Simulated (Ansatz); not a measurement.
Born–Oppenheimer molecular dynamics of a periodic cell of 17 atoms, Sn$_{8}$S$_{8}$O (host SnS, host structure Cmcm, interstitial O). It goes on from the last frame of an earlier run, with new velocities.

Level of theory: Ansatz, DFT LDA, scalar-relativistic, plane waves, PAW. Settings: cutoff 420 eV, k mesh 1x1x1, fermi-dirac smearing 0.05 eV, spin collinear.

```json
{"ensemble": "NVE (velocity Verlet)", "time step": "1 fs", "steps asked": "300", "starting velocities drawn for": "1680 K", "seed": "107938"}
```

Frames 5 fs apart, positions in Å.

Velocities at 90 fs (Å/ps):

```
Sn 6.08 6.29 -1.73
Sn -2.92 -4.02 -2.16
S 3.92 -5.44 -3.03
S -2.82 4.38 7.92
Sn -3.56 -0.40 -5.98
Sn -0.30 -0.30 2.47
S 2.17 -0.50 4.55
S -8.21 -8.71 2.01
Sn -1.46 -6.23 1.59
Sn -2.49 2.05 2.48
S -2.67 -7.59 -4.88
S 2.42 -3.32 -2.06
Sn 4.86 5.23 1.09
Sn -1.30 1.71 0.70
S -3.25 10.16 -5.27
S 8.90 1.53 7.98
O 7.21 -13.16 -3.02
```

```xyz
17
Lattice="2.0452 5.8981 4.0903 2.0452 -5.8981 4.0903 8.1809 0.0000 0.0000" Properties=species:S:1:pos:R:3 time_fs=90 energy_less_start_eV=0.366 T=1503
Sn 1.836 -4.099 3.210
Sn 3.385 -1.330 5.494
S 1.753 -1.562 3.224
S 3.802 -4.027 5.672
Sn 5.771 -3.796 3.150
Sn 7.919 -1.102 4.737
S 5.949 -1.064 3.132
S 8.024 -3.701 5.318
Sn 4.011 1.579 3.313
Sn 5.648 4.849 4.911
S 3.383 4.579 3.168
S 5.695 1.949 5.549
Sn 7.814 2.054 3.399
Sn 10.158 4.230 5.090
S 7.638 4.554 3.622
S 9.896 1.778 5.418
O 11.683 -5.515 5.414
17
Lattice="2.0452 5.8981 4.0903 2.0452 -5.8981 4.0903 8.1809 0.0000 0.0000" Properties=species:S:1:pos:R:3 time_fs=95 energy_less_start_eV=0.303 T=1534
Sn 1.865 -4.068 3.202
Sn 3.371 -1.349 5.483
S 1.774 -1.589 3.206
S 3.790 -4.002 5.712
Sn 5.753 -3.797 3.120
Sn 7.917 -1.103 4.751
S 5.959 -1.071 3.155
S 7.981 -3.743 5.329
Sn 4.004 1.548 3.320
Sn 5.635 4.860 4.925
S 3.375 4.536 3.143
S 5.709 1.935 5.535
Sn 7.838 2.079 3.404
Sn 10.150 4.240 5.094
S 7.630 4.605 3.589
S 9.940 1.784 5.459
O 11.715 -5.581 5.397
17
Lattice="2.0452 5.8981 4.0903 2.0452 -5.8981 4.0903 8.1809 0.0000 0.0000" Properties=species:S:1:pos:R:3 time_fs=100 energy_less_start_eV=0.306 T=1533
Sn 1.894 -4.040 3.196
Sn 3.357 -1.367 5.471
S 1.797 -1.611 3.183
S 3.781 -3.983 5.749
Sn 5.737 -3.799 3.091
Sn 7.914 -1.105 4.767
S 5.965 -1.087 3.177
S 7.934 -3.783 5.344
Sn 3.997 1.518 3.325
Sn 5.618 4.871 4.941
S 3.376 4.483 3.115
S 5.726 1.925 5.514
Sn 7.861 2.104 3.408
Sn 10.140 4.253 5.101
S 7.639 4.652 3.544
S 9.982 1.783 5.501
O 11.741 -5.628 5.380
17
Lattice="2.0452 5.8981 4.0903 2.0452 -5.8981 4.0903 8.1809 0.0000 0.0000" Properties=species:S:1:pos:R:3 time_fs=105 energy_less_start_eV=0.243 T=1563
Sn 1.921 -4.013 3.192
Sn 3.344 -1.382 5.460
S 1.821 -1.627 3.157
S 3.775 -3.975 5.780
Sn 5.722 -3.800 3.063
Sn 7.910 -1.107 4.786
S 5.968 -1.113 3.198
S 7.884 -3.818 5.362
Sn 3.990 1.488 3.328
Sn 5.600 4.883 4.961
S 3.385 4.420 3.088
S 5.747 1.921 5.487
Sn 7.883 2.127 3.410
Sn 10.128 4.269 5.109
S 7.662 4.695 3.487
S 10.022 1.778 5.544
O 11.760 -5.641 5.365
17
Lattice="2.0452 5.8981 4.0903 2.0452 -5.8981 4.0903 8.1809 0.0000 0.0000" Properties=species:S:1:pos:R:3 time_fs=110 energy_less_start_eV=0.095 T=1634
Sn 1.946 -3.991 3.189
Sn 3.332 -1.395 5.449
S 1.845 -1.633 3.129
S 3.773 -3.982 5.804
Sn 5.708 -3.801 3.036
Sn 7.905 -1.111 4.807
S 5.967 -1.146 3.216
S 7.833 -3.849 5.384
Sn 3.985 1.458 3.329
Sn 5.580 4.896 4.983
S 3.401 4.348 3.063
S 5.771 1.922 5.455
Sn 7.902 2.150 3.412
Sn 10.115 4.288 5.119
S 7.697 4.732 3.421
S 10.059 1.769 5.586
O 11.773 -5.619 5.352
17
Lattice="2.0452 5.8981 4.0903 2.0452 -5.8981 4.0903 8.1809 0.0000 0.0000" Properties=species:S:1:pos:R:3 time_fs=115 energy_less_start_eV=-0.066 T=1712
Sn 1.970 -3.973 3.188
Sn 3.321 -1.406 5.437
S 1.868 -1.626 3.100
S 3.776 -4.001 5.819
Sn 5.697 -3.802 3.010
Sn 7.900 -1.116 4.831
S 5.963 -1.187 3.231
S 7.782 -3.874 5.410
Sn 3.979 1.430 3.328
Sn 5.559 4.910 5.006
S 3.421 4.269 3.041
S 5.798 1.927 5.419
Sn 7.920 2.171 3.413
Sn 10.101 4.309 5.129
S 7.741 4.761 3.349
S 10.094 1.757 5.625
O 11.777 -5.567 5.342
17
Lattice="2.0452 5.8981 4.0903 2.0452 -5.8981 4.0903 8.1809 0.0000 0.0000" Properties=species:S:1:pos:R:3 time_fs=120 energy_less_start_eV=-0.097 T=1727
Sn 1.993 -3.960 3.188
Sn 3.312 -1.415 5.426
S 1.889 -1.605 3.072
S 3.784 -4.025 5.825
Sn 5.688 -3.803 2.987
Sn 7.895 -1.122 4.856
S 5.955 -1.235 3.241
S 7.732 -3.893 5.439
Sn 3.975 1.402 3.325
Sn 5.538 4.925 5.029
S 3.443 4.185 3.025
S 5.828 1.936 5.381
Sn 7.934 2.191 3.413
Sn 10.085 4.332 5.140
S 7.790 4.782 3.272
S 10.126 1.744 5.661
O 11.773 -5.503 5.333
17
Lattice="2.0452 5.8981 4.0903 2.0452 -5.8981 4.0903 8.1809 0.0000 0.0000" Properties=species:S:1:pos:R:3 time_fs=125 energy_less_start_eV=0.056 T=1653
Sn 2.014 -3.951 3.190
Sn 3.305 -1.422 5.414
S 1.907 -1.570 3.045
S 3.800 -4.042 5.826
Sn 5.681 -3.804 2.965
Sn 7.888 -1.129 4.883
S 5.944 -1.287 3.247
S 7.686 -3.908 5.470
Sn 3.971 1.376 3.321
Sn 5.517 4.941 5.053
S 3.467 4.098 3.015
S 5.860 1.949 5.341
Sn 7.946 2.210 3.413
Sn 10.070 4.357 5.150
S 7.841 4.794 3.194
S 10.154 1.732 5.691
O 11.758 -5.453 5.319
17
Lattice="2.0452 5.8981 4.0903 2.0452 -5.8981 4.0903 8.1809 0.0000 0.0000" Properties=species:S:1:pos:R:3 time_fs=130 energy_less_start_eV=0.198 T=1584
Sn 2.034 -3.946 3.193
Sn 3.301 -1.427 5.401
S 1.922 -1.524 3.021
S 3.824 -4.040 5.825
Sn 5.676 -3.806 2.947
Sn 7.881 -1.139 4.912
S 5.930 -1.343 3.249
S 7.645 -3.918 5.503
Sn 3.968 1.352 3.316
Sn 5.495 4.957 5.076
S 3.490 4.013 3.011
S 5.892 1.966 5.301
Sn 7.955 2.227 3.411
Sn 10.054 4.383 5.161
S 7.891 4.799 3.119
S 10.179 1.723 5.716
O 11.731 -5.441 5.294
17
Lattice="2.0452 5.8981 4.0903 2.0452 -5.8981 4.0903 8.1809 0.0000 0.0000" Properties=species:S:1:pos:R:3 time_fs=135 energy_less_start_eV=0.373 T=1499
Sn 2.054 -3.944 3.198
Sn 3.300 -1.431 5.386
S 1.931 -1.469 3.002
S 3.855 -4.020 5.822
Sn 5.674 -3.809 2.931
Sn 7.873 -1.149 4.941
S 5.915 -1.398 3.246
S 7.612 -3.925 5.535
Sn 3.965 1.328 3.310
Sn 5.474 4.974 5.098
S 3.511 3.931 3.015
S 5.924 1.986 5.262
Sn 7.961 2.242 3.408
Sn 10.038 4.409 5.171
S 7.934 4.798 3.050
S 10.200 1.716 5.733
O 11.692 -5.466 5.258
17
Lattice="2.0452 5.8981 4.0903 2.0452 -5.8981 4.0903 8.1809 0.0000 0.0000" Properties=species:S:1:pos:R:3 time_fs=140 energy_less_start_eV=0.731 T=1327
Sn 2.073 -3.944 3.203
Sn 3.305 -1.434 5.369
S 1.934 -1.411 2.989
S 3.890 -3.994 5.813
Sn 5.674 -3.815 2.918
Sn 7.864 -1.161 4.971
S 5.898 -1.450 3.240
S 7.589 -3.928 5.565
Sn 3.964 1.306 3.304
Sn 5.454 4.991 5.119
S 3.528 3.856 3.025
S 5.953 2.007 5.226
Sn 7.965 2.255 3.403
Sn 10.023 4.435 5.181
S 7.966 4.792 2.992
S 10.217 1.714 5.743
O 11.650 -5.504 5.220
17
Lattice="2.0452 5.8981 4.0903 2.0452 -5.8981 4.0903 8.1809 0.0000 0.0000" Properties=species:S:1:pos:R:3 time_fs=145 energy_less_start_eV=1.116 T=1141
Sn 2.091 -3.945 3.208
Sn 3.314 -1.436 5.348
S 1.929 -1.354 2.984
S 3.924 -3.973 5.793
Sn 5.676 -3.823 2.908
Sn 7.854 -1.175 5.001
S 5.880 -1.495 3.232
S 7.579 -3.927 5.592
Sn 3.963 1.285 3.298
Sn 5.434 5.009 5.138
S 3.541 3.791 3.042
S 5.980 2.031 5.192
Sn 7.966 2.266 3.397
Sn 10.009 4.461 5.190
S 7.984 4.783 2.949
S 10.231 1.714 5.746
O 11.612 -5.534 5.185
```

Of the whole run (300 fs, mean temperature of the second half 1445 K): The conserved energy stayed within 0.089 meV per atom of its start (net change 0.089 meV per atom), so the integration is sound. A run of 0.3 ps of so small a system gives no equilibrium averages. Limits of this set-up: coarse k mesh, a small cell, in which the defect meets its images, a typed lattice constant that wasn't relaxed here.

Run time: 11 min on 2 threads of Arm Neoverse V2 (shared host), peak memory 0.54 GiB.
